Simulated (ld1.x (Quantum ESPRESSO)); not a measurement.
**Pseudopotential generation for Co: ultrasoft, PBE**

Do these settings give a usable potential? It is generated, then checked for transferability, scattering, ghosts and hardness.

Program: ld1.x (Quantum ESPRESSO) 7.5. Reference atom: PBE, scalar-relativistic, spherical and spin-unpolarised. All values are calculated.

## (1) Starting point

The settings as typed:

- element: cobalt (Co, Z = 27)
- type: ultrasoft
- frozen core: [Ne]
- valence charge: 17
- reference configuration: 3s2 3p6 3d7 4s2 4p0
- partial waves: 3s (bound): rcut 1.05, rcutus 1.25 bohr; 4s (bound): rcut 1.05, rcutus 1.25 bohr; 3p (bound): rcut 1.15, rcutus 1.30 bohr; 4p (bound, empty): rcut 1.15, rcutus 1.30 bohr; 3d (bound): rcut 0.65, rcutus 0.90 bohr; 3d channel at -0.25 Ry: rcut 0.65, rcutus 0.90 bohr
- local potential: all-electron potential smoothed inside 0.80 bohr (lloc = -1)
- core correction: not asked for
- augmentation charge: built from norm-conserving waves at rcut, not smoothed further

An earlier all-electron run gives the scale for the radii.

All-electron outer shells of the reference configuration (PBE, scalar-relativistic, ld1.x):

| shell | level (eV) | outermost node (bohr) | outermost maximum (bohr) |
| --- | --- | --- | --- |
| 2s | -899.00 | 0.08 | 0.21 |
| 2p | -769.94 | – | 0.17 |
| 3s | -102.40 | 0.31 | 0.66 |
| 3p | -65.64 | 0.28 | 0.68 |
| 3d | -8.20 | – | 0.66 |
| 4s | -5.47 | 0.96 | 2.32 |
| 4p | -1.28 | 1.05 | 3.25 |

## (2) Generating the potential

Co.in reads:

```
 &input
   title='Co', zed=27., rel=1, dft='PBE', iswitch=3,
   config='[Ar] 3d7 4s2 4p0',
   nld=3, rlderiv=1.40, eminld=-10.0, emaxld=5.0, deld=0.04
 /
 &inputp
   pseudotype=3, tm=.true., lloc=-1, rcloc=0.80,
   nlcc=.false.,
   file_pseudopw='Co.UPF', file_wfcaegen='ae.wfc', file_wfcncgen='nc.wfc', file_beta='beta', file_chi='chi', file_wfcusgen='us.wfc'
 /
6
3S  1  0   2.00   0.00  1.05  1.25  0.0
4S  2  0   2.00   0.00  1.05  1.25  0.0
3P  2  1   6.00   0.00  1.15  1.30  0.0
4P  3  1   0.00   0.00  1.15  1.30  0.0
3D  3  2   7.00   0.00  0.65  0.90  0.0
3D  3  2   0.00  -0.25  0.65  0.90  0.0
 &test
   configts(1)='3s2 3p6 3d7 4s2 4p0'
 /
```

Started as:

```sh
$ ld1.x < Co.in > Co.out
```

Output in Co.out (without the banner and most projector matrices):

```text
     Program LD1 v.7.5
     --------------------------- All-electron run ----------------------------

     Co
     scalar relativistic calculation

     atomic number is 27.00
     dft =PBE   lsd =0 sic =0 latt =0  beta=0.20 tr2=1.0E-14
     Exchange-correlation= PBE
                           (   1   4   3   4   0   0   0)
     mesh =1193 r(mesh) =  99.89935 a.u. xmin = -7.00 dx = 0.01250
     1 Ry =  13.60569312 eV, c = 137.03599908

     n l     nl                  e(Ry)          e(Ha)          e(eV)
     1 0     1S 1( 2.00)      -558.0826      -279.0413     -7593.1006
     2 0     2S 1( 2.00)       -66.0755       -33.0378      -899.0036
     2 1     2P 1( 6.00)       -56.5897       -28.2948      -769.9416
     3 0     3S 1( 2.00)        -7.5266        -3.7633      -102.4044
     3 1     3P 1( 6.00)        -4.8242        -2.4121       -65.6364
     3 2     3D 1( 7.00)        -0.6030        -0.3015        -8.2040
     4 0     4S 1( 2.00)        -0.4020        -0.2010        -5.4697
     4 1     4P 1( 0.00)        -0.0938        -0.0469        -1.2766

     final scf error:  8.6E-15 reached in  32 iterations

     Etot =   -2786.294851 Ry,   -1393.147426 Ha,  -37909.472698 eV

     Ekin =    2822.267919 Ry,    1411.133959 Ha,   38398.911213 eV
     Encl =   -6674.713191 Ry,   -3337.356595 Ha,  -90814.099355 eV
     Eh   =    1184.776043 Ry,     592.388022 Ha,   16119.699266 eV
     Exc  =    -118.625623 Ry,     -59.312811 Ha,   -1613.983821 eV

     normalization and overlap integrals

     s(1S/1S) =  1.000000  <r> =   0.0562  <r2> =    0.0042  r(max) =   0.0366
     s(2S/2S) =  1.000000  <r> =   0.2555  <r2> =    0.0770  r(max) =   0.2131
     s(2P/2P) =  1.000000  <r> =   0.2250  <r2> =    0.0622  r(max) =   0.1723
     s(3S/3S) =  1.000000  <r> =   0.7736  <r2> =    0.6913  r(max) =   0.6648
     s(3P/3P) =  1.000000  <r> =   0.8160  <r2> =    0.7864  r(max) =   0.6816
     s(3D/3D) =  1.000000  <r> =   1.0711  <r2> =    1.5569  r(max) =   0.6648
     s(4S/4S) =  1.000000  <r> =   2.8937  <r2> =    9.7888  r(max) =   2.3202
     s(4P/4P) =  1.000000  <r> =   4.4224  <r2> =   23.7598  r(max) =   3.2517

     ------------------------ End of All-electron run ------------------------

     --------------------- Generating US pseudopotential ---------------------

      Generating local potential from pseudized AE potential:
      Matching radius rcloc =   0.8000

      Local pseudo, rcloc= 0.802 Estimated cut-off energy=    38.36 Ry

      Wfc   3S  rcut= 1.056  Using Troullier-Martins method
      Wfc-us  3S rcutus= 1.258  Estimated cut-off energy=    34.07 Ry

      Wfc   4S  rcut= 1.056  Using Troullier-Martins method
      Wfc-us  4S rcutus= 1.258  Estimated cut-off energy=    69.18 Ry

      Wfc   3P  rcut= 1.138  Using Troullier-Martins method
      Wfc-us  3P rcutus= 1.289  Estimated cut-off energy=    50.34 Ry

      Wfc   4P  rcut= 1.138  Using Troullier-Martins method
      Wfc-us  4P rcutus= 1.289  Estimated cut-off energy=    92.75 Ry

      Wfc   3D  rcut= 0.656  Using Troullier-Martins method
      Wfc-us  3D rcutus= 0.909  Estimated cut-off energy=   136.91 Ry

      Wfc   3D  rcut= 0.656  Using Troullier-Martins method
      Wfc-us  3D rcutus= 0.909  Estimated cut-off energy=   138.04 Ry

     ------------------- End of pseudopotential generation -------------------

     [... the all-electron block is printed once more ...]


     Computing logarithmic derivative in   1.39855
     Computing logarithmic derivative in   1.39855
     Computing the partial wave expansion
     R is outside the sphere for l=    0 j= 0.00
     R is outside the sphere for l=    0 j= 0.00
     R is outside the sphere for l=    1 j= 0.00
     R is outside the sphere for l=    1 j= 0.00
     R is outside the sphere for l=    2 j= 0.00
     R is outside the sphere for l=    2 j= 0.00

     ---------------------- Testing the pseudopotential ----------------------

     Co
     scalar relativistic calculation

     atomic number is 27.00   valence charge is 17.00
     dft =PBE   lsd =0 sic =0 latt =0  beta=0.20 tr2=1.0E-14
     mesh =1193 r(mesh) =  99.89935 xmin = -7.00 dx = 0.01250

     n l     nl             e AE (Ry)        e PS (Ry)    De AE-PS (Ry)
     1 0     3S   1( 2.00)       -7.52658       -7.62833        0.10175  !
     2 1     3P   1( 6.00)       -4.82419       -4.92803        0.10384  !
     3 2     3D   1( 7.00)       -0.60298       -0.70587        0.10289  !
     2 0     4S   1( 2.00)       -0.40202       -0.34348       -0.05853  !
     3 1     4P   1( 0.00)       -0.09383       -0.09500        0.00117

     eps = 5.2E-15  iter = 30

     Etot =   -2786.294851 Ry,   -1393.147426 Ha,  -37909.472698 eV
     Etotps =  -291.136076 Ry,    -145.568038 Ha,   -3961.108113 eV

     Ekin =     124.770145 Ry,      62.385073 Ha,    1697.584308 eV
     Encl =    -692.423971 Ry,    -346.211986 Ha,   -9420.908064 eV
     Ehrt =     249.519381 Ry,     124.759690 Ha,    3394.884121 eV
     Ecxc =     -29.195460 Ry,     -14.597730 Ha,    -397.224463 eV
     Epseu=      56.193828 Ry,      28.096914 Ha,     764.555985 eV

     ---------------------- End of pseudopotential test ----------------------
```

Run time: 2.5 s. Hardware: 1 thread of Neoverse-V1, shared host. (Generation and the later configuration tests together.)

Partial waves on a coarse radial grid (AE all-electron, PS pseudo):

| r (bohr) | 3s AE | 3s PS | 3d AE | 3d PS |
| --- | --- | --- | --- | --- |
| 0.065 | 0.0964 | 0.2413 | 0.0294 | 0.0038 |
| 0.130 | -0.5466 | 0.4740 | 0.1429 | 0.0288 |
| 0.195 | -0.6542 | 0.6900 | 0.3067 | 0.0904 |
| 0.260 | -0.3596 | 0.8822 | 0.4778 | 0.1936 |
| 0.325 | 0.0831 | 1.0446 | 0.6303 | 0.3322 |
| 0.390 | 0.5118 | 1.1730 | 0.7528 | 0.4898 |
| 0.455 | 0.8526 | 1.2650 | 0.8435 | 0.6455 |
| 0.520 | 1.0857 | 1.3200 | 0.9043 | 0.7787 |
| 0.585 | 1.2181 | 1.3391 | 0.9389 | 0.8751 |
| 0.650 | 1.2685 | 1.3254 | 0.9523 | 0.9293 |
| 0.715 | 1.2580 | 1.2830 | 0.9492 | 0.9458 |
| 0.780 | 1.2056 | 1.2173 | 0.9341 | 0.9355 |
| 0.845 | 1.1270 | 1.1341 | 0.9104 | 0.9109 |
| 0.910 | 1.0339 | 1.0396 | 0.8809 | 0.8809 |
| 0.975 | 0.9349 | 0.9394 | 0.8476 | 0.8476 |
| 1.040 | 0.8358 | 0.8388 | 0.8122 | 0.8122 |
| 1.105 | 0.7404 | 0.7419 | 0.7758 | 0.7758 |
| 1.170 | 0.6511 | 0.6515 | 0.7393 | 0.7393 |
| 1.235 | 0.5692 | 0.5692 | 0.7031 | 0.7031 |
| 1.300 | 0.4950 | 0.4950 | 0.6678 | 0.6678 |
| 1.365 | 0.4287 | 0.4287 | 0.6336 | 0.6336 |
| 1.430 | 0.3699 | 0.3699 | 0.6007 | 0.6007 |
| 1.495 | 0.3183 | 0.3183 | 0.5692 | 0.5692 |
| 1.560 | 0.2731 | 0.2731 | 0.5391 | 0.5391 |
| 1.625 | 0.2339 | 0.2339 | 0.5105 | 0.5105 |
| 1.690 | 0.1998 | 0.1998 | 0.4833 | 0.4833 |

## (3) Testing the new file in other configurations

Co.test.in reads:

```
 &input
   title='Co', zed=27., rel=1, dft='PBE', iswitch=2,
   config='[Ar] 3d7 4s2 4p0'
 /
 &test
   file_pseudo='Co.UPF', nconf=8,
   configts(1)='3s2 3p6 3d7 4s2 4p0',
   configts(2)='3s2 3p6 3d7 4s1 4p0',
   configts(3)='3s2 3p6 3d7 4s0 4p0',
   configts(4)='3s2 3p6 3d6 4s0 4p0',
   configts(5)='3s2 3p5 3d7 4s2 4p0',
   configts(6)='3s1 3p6 3d7 4s2 4p0',
   configts(7)='3s2 3p6 3d7 4s1.5 4p0',
   configts(8)='3s2 3p6 3d6 4s2 4p0'
 /
```

Started as:

```sh
$ ld1.x < Co.test.in > Co.test.out
```

Co.test.out, the pseudopotential blocks, each with the warnings that came before it:

```text
     ---------------------- Testing the pseudopotential ----------------------

     Co
     scalar relativistic calculation

     atomic number is 27.00   valence charge is 17.00
     dft =PBE   lsd =0 sic =0 latt =0  beta=0.20 tr2=1.0E-14
     mesh =1193 r(mesh) =  99.89935 xmin = -7.00 dx = 0.01250

     n l     nl             e AE (Ry)        e PS (Ry)    De AE-PS (Ry)
     1 0     3S   1( 2.00)       -7.52658       -7.62833        0.10175  !
     2 1     3P   1( 6.00)       -4.82419       -4.92803        0.10384  !
     3 2     3D   1( 7.00)       -0.60298       -0.70587        0.10289  !
     2 0     4S   1( 2.00)       -0.40202       -0.34348       -0.05853  !
     3 1     4P   1( 0.00)       -0.09383       -0.09500        0.00117

     eps = 5.3E-15  iter = 30

     Etot =   -2786.294851 Ry,   -1393.147426 Ha,  -37909.472698 eV
     Etotps =  -291.136076 Ry,    -145.568038 Ha,   -3961.108113 eV

     Ekin =     124.770145 Ry,      62.385073 Ha,    1697.584308 eV
     Encl =    -692.423971 Ry,    -346.211986 Ha,   -9420.908064 eV
     Ehrt =     249.519381 Ry,     124.759690 Ha,    3394.884121 eV
     Ecxc =     -29.195460 Ry,     -14.597730 Ha,    -397.224463 eV
     Epseu=      56.193828 Ry,      28.096914 Ha,     764.555985 eV

     ---------------------- End of pseudopotential test ----------------------

     ---------------------- Testing the pseudopotential ----------------------

     Co
     [...]
     n l     nl             e AE (Ry)        e PS (Ry)    De AE-PS (Ry)
     1 0     3S   1( 2.00)       -8.17488       -8.22396        0.04908  !
     2 1     3P   1( 6.00)       -5.47350       -5.52400        0.05050  !
     3 2     3D   1( 7.00)       -1.24646       -1.29822        0.05176  !
     2 0     4S   1( 1.00)       -0.93803       -0.81194       -0.12609  !
     3 1     4P   1( 0.00)       -0.54886       -0.48965       -0.05921  !

     eps = 5.2E-15  iter = 34

     Etot =   -2785.631149 Ry,   -1392.815574 Ha,  -37900.442564 eV
     Etotps =  -290.563082 Ry,    -145.281541 Ha,   -3953.312120 eV
     dEtot_ae =       0.663703 Ry
     dEtot_ps =       0.572995 Ry,   Delta E=       0.090708 Ry

     [...]
     ---------------------- End of pseudopotential test ----------------------

     Warning: n=3, l=1 expected 1 nodes, found 0
     ---------------------- Testing the pseudopotential ----------------------

     Co
     [...]
     n l     nl             e AE (Ry)        e PS (Ry)    De AE-PS (Ry)
     1 0     3S   1( 2.00)       -8.92863       -8.93169        0.00306
     2 1     3P   1( 6.00)       -6.22769       -6.22875        0.00105
     3 2     3D   1( 7.00)       -1.98916       -1.99420        0.00504  !
     2 0     4S   1( 0.00)       -1.53869       -1.13466       -0.40403  !
     3 1     4P   1( 0.00)       -1.07841       -0.38856       -0.68985  !

     eps = 8.4E-15  iter = 72

     Etot =   -2784.397424 Ry,   -1392.198712 Ha,  -37883.656885 eV
     Etotps =  -289.517556 Ry,    -144.758778 Ha,   -3939.087027 eV
     dEtot_ae =       1.897427 Ry
     dEtot_ps =       1.618520 Ry,   Delta E=       0.278907 Ry

     [...]
     ---------------------- End of pseudopotential test ----------------------

     ---------------------- Testing the pseudopotential ----------------------

     Co
     [...]
     n l     nl             e AE (Ry)        e PS (Ry)    De AE-PS (Ry)
     1 0     3S   1( 2.00)      -10.34477      -10.36328        0.01851  !
     2 1     3P   1( 6.00)       -7.62638       -7.64104        0.01465  !
     3 2     3D   1( 6.00)       -3.31966       -3.33752        0.01786  !
     2 0     4S   1( 0.00)       -2.38146       -2.02983       -0.35163  !
     3 1     4P   1( 0.00)       -1.82341       -1.60405       -0.21936  !

     eps = 6.9E-15  iter = 49

     Etot =   -2781.761040 Ry,   -1390.880520 Ha,  -37847.787048 eV
     Etotps =  -286.870584 Ry,    -143.435292 Ha,   -3903.073136 eV
     dEtot_ae =       4.533812 Ry
     dEtot_ps =       4.265492 Ry,   Delta E=       0.268320 Ry

     [...]
     ---------------------- End of pseudopotential test ----------------------

     ---------------------- Testing the pseudopotential ----------------------

     Co
     [...]
     n l     nl             e AE (Ry)        e PS (Ry)    De AE-PS (Ry)
     1 0     3S   1( 2.00)       -8.74905       -8.87576        0.12671  !
     2 1     3P   1( 5.00)       -6.03170       -6.15519        0.12350  !
     3 2     3D   1( 7.00)       -1.73413       -1.85985        0.12572  !
     2 0     4S   1( 2.00)       -1.07563       -0.96324       -0.11240  !
     3 1     4P   1( 0.00)       -0.63820       -0.59841       -0.03979  !

     eps = 1.0E-14  iter = 44

     Etot =   -2780.891001 Ry,   -1390.445501 Ha,  -37835.949570 eV
     Etotps =  -285.617954 Ry,    -142.808977 Ha,   -3886.030232 eV
     dEtot_ae =       5.403850 Ry
     dEtot_ps =       5.518122 Ry,   Delta E=      -0.114272 Ry

     [...]
     ---------------------- End of pseudopotential test ----------------------

     ---------------------- Testing the pseudopotential ----------------------

     Co
     [...]
     n l     nl             e AE (Ry)        e PS (Ry)    De AE-PS (Ry)
     1 0     3S   1( 1.00)       -8.76660       -8.90018        0.13358  !
     2 1     3P   1( 6.00)       -6.04828       -6.17803        0.12975  !
     3 2     3D   1( 7.00)       -1.74990       -1.88111        0.13121  !
     2 0     4S   1( 2.00)       -1.07571       -0.96348       -0.11223  !
     3 1     4P   1( 0.00)       -0.63798       -0.59767       -0.04031  !

     eps = 2.7E-15  iter = 39

     Etot =   -2778.173056 Ry,   -1389.086528 Ha,  -37798.970037 eV
     Etotps =  -282.896608 Ry,    -141.448304 Ha,   -3849.004436 eV
     dEtot_ae =       8.121796 Ry
     dEtot_ps =       8.239468 Ry,   Delta E=      -0.117673 Ry

     [...]
     ---------------------- End of pseudopotential test ----------------------

     ---------------------- Testing the pseudopotential ----------------------

     Co
     [...]
     n l     nl             e AE (Ry)        e PS (Ry)    De AE-PS (Ry)
     1 0     3S   1( 2.00)       -7.83604       -7.91185        0.07581  !
     2 1     3P   1( 6.00)       -5.13418       -5.21174        0.07756  !
     3 2     3D   1( 7.00)       -0.91071       -0.98824        0.07752  !
     2 0     4S   1( 1.50)       -0.66067       -0.57065       -0.09001  !
     3 1     4P   1( 0.00)       -0.30907       -0.28502       -0.02405  !

     eps = 4.3E-15  iter = 33

     Etot =   -2786.030079 Ry,   -1393.015039 Ha,  -37905.870282 eV
     Etotps =  -290.908268 Ry,    -145.454134 Ha,   -3958.008623 eV
     dEtot_ae =       0.264773 Ry
     dEtot_ps =       0.227808 Ry,   Delta E=       0.036964 Ry

     [...]
     ---------------------- End of pseudopotential test ----------------------

     ---------------------- Testing the pseudopotential ----------------------

     Co
     [...]
     n l     nl             e AE (Ry)        e PS (Ry)    De AE-PS (Ry)
     1 0     3S   1( 2.00)       -8.67294       -8.80334        0.13041  !
     2 1     3P   1( 6.00)       -5.95660       -6.08456        0.12796  !
     3 2     3D   1( 6.00)       -1.67487       -1.79808        0.12320  !
     2 0     4S   1( 2.00)       -1.06776       -0.95851       -0.10924  !
     3 1     4P   1( 0.00)       -0.63474       -0.59768       -0.03707  !

     eps = 9.7E-15  iter = 47

     Etot =   -2785.179005 Ry,   -1392.589502 Ha,  -37894.290832 eV
     Etotps =  -289.908961 Ry,    -144.954481 Ha,   -3944.412363 eV
     dEtot_ae =       1.115847 Ry
     dEtot_ps =       1.227115 Ry,   Delta E=      -0.111268 Ry

     [...]
     ---------------------- End of pseudopotential test ----------------------
```

Energies count from the reference configuration 3s2 3p6 3d7 4s2 4p0; the error is all-electron less pseudo. A star marks tests that logged a warning.

| valence configuration | charge | ΔE all-electron (eV) | error AE − PS (meV) |
| --- | --- | --- | --- |
| 3s2 3p6 3d7 4s1 4p0 | +1 | 9.030 | +1234 |
| 3s2 3p6 3d7 4s0 4p0 * | +2 | 25.816 | +3795 |
| 3s2 3p6 3d6 4s0 4p0 | +3 | 61.686 | +3651 |
| 3s2 3p5 3d7 4s2 4p0 | +1 | 73.523 | -1555 |
| 3s1 3p6 3d7 4s2 4p0 | +1 | 110.503 | -1601 |
| 3s2 3p6 3d7 4s1.5 4p0 | +0.5 | 3.602 | +503 |
| 3s2 3p6 3d6 4s2 4p0 | +1 | 15.182 | -1514 |

## (4) Does it scatter like the atom?

Taken from the files of the generation run. The phase is arctan(r·u′/u) with u = r·R, unwrapped, with energies in Ry. A pole is an energy at which the radial function vanishes at the test radius. The pseudo phase is shifted by a multiple of π to meet the all-electron one at the reference energy. Levels narrower than the energy grid can be missing from the poles. Left out: s, p, where the overlap operator is not positive , so their phases aren't trusted. The last column is the largest difference on the grid between −1 and +1 Ry.

| channel | radius (bohr) | reference (Ry) | poles AE | poles PS | window around the reference with phases within 0.05 rad (Ry) | largest difference near zero (rad) |
| --- | --- | --- | --- | --- | --- | --- |
| d | 1.40 | -0.60 | 0.95 | 0.84 | not even at the reference energy | 0.174 |

Phases (rad) along the scan:

| E (Ry) | d AE | d PS |
| --- | --- | --- |
| -10.00 | 1.343 | 1.341 |
| -9.52 | 1.337 | 1.335 |
| -9.04 | 1.330 | 1.328 |
| -8.56 | 1.323 | 1.321 |
| -8.08 | 1.315 | 1.312 |
| -7.60 | 1.306 | 1.303 |
| -7.12 | 1.296 | 1.293 |
| -6.64 | 1.284 | 1.281 |
| -6.16 | 1.272 | 1.268 |
| -5.68 | 1.257 | 1.252 |
| -5.20 | 1.239 | 1.234 |
| -4.72 | 1.217 | 1.211 |
| -4.24 | 1.190 | 1.183 |
| -3.76 | 1.156 | 1.146 |
| -3.28 | 1.109 | 1.095 |
| -2.80 | 1.042 | 1.021 |
| -2.32 | 0.935 | 0.900 |
| -1.84 | 0.740 | 0.671 |
| -1.36 | 0.325 | 0.175 |
| -0.88 | -0.448 | -0.622 |
| -0.40 | -1.061 | -1.145 |
| 0.08 | -1.348 | -1.388 |
| 0.56 | -1.495 | -1.518 |
| 1.04 | -1.586 | -1.602 |
| 1.52 | -1.650 | -1.662 |
| 2.00 | -1.700 | -1.711 |
| 2.48 | -1.743 | -1.753 |
| 2.96 | -1.783 | -1.794 |
| 3.44 | -1.823 | -1.834 |
| 3.92 | -1.864 | -1.876 |
| 4.40 | -1.909 | -1.923 |
| 4.88 | -1.961 | -1.978 |

## (5) Cutoff and ghost test in a Bessel basis

A separate test, outside the generator: the pseudo-atom's Hamiltonian at the reference potential is diagonalised in spherical Bessel functions j_l(qr) that vanish at 20 bohr, with q² up to the cutoff.

Even at 400 Ry an occupied level stays 70 mRy from its reference, so no cutoffs are read; the levels have long settled, so the basis size isn't the cause: the level found isn't the valence state, or the test fails for this file. The overlap operator is not positive in s, p (lowest eigenvalue -0.369), so the test is not defined there. The ghost test is not conclusive.

## (6) Summary of results

| quantity | value |
| --- | --- |
| cutoffs | not determined |
| bound ghosts | not determined |
| largest miss of a reference level | 1413 meV (3p) |
| largest test error (AE − PS) | +3795 meV, for 3s2 3p6 3d7 4s0 4p0 (this test logged a warning) |
| largest phase difference near zero energy, channels read | 0.174 rad |
| lowest eigenvalue of the overlap (Bessel basis) | -0.369 (p) |

The overlap operator is not positive definite in s, p, so a plane-wave run would break down once the basis is large enough. Already in the reference configuration the 3p level is off by 1413 meV. The worst unpolarised test, 3s2 3p6 3d7 4s0 4p0, is off by 3795 meV on 25.8 eV; by total energies transferability rates as poor. Even at 400 Ry an occupied level stays 70 mRy from its reference, so no cutoffs are read; the levels have long settled, so the basis size isn't the cause: the level found isn't the valence state, or the test fails for this file. Ghosts could not be judged. Near zero energy the largest phase difference among the channels read is 0.17 rad, in the d channel. All of this concerns the isolated atom, not yet a solid.
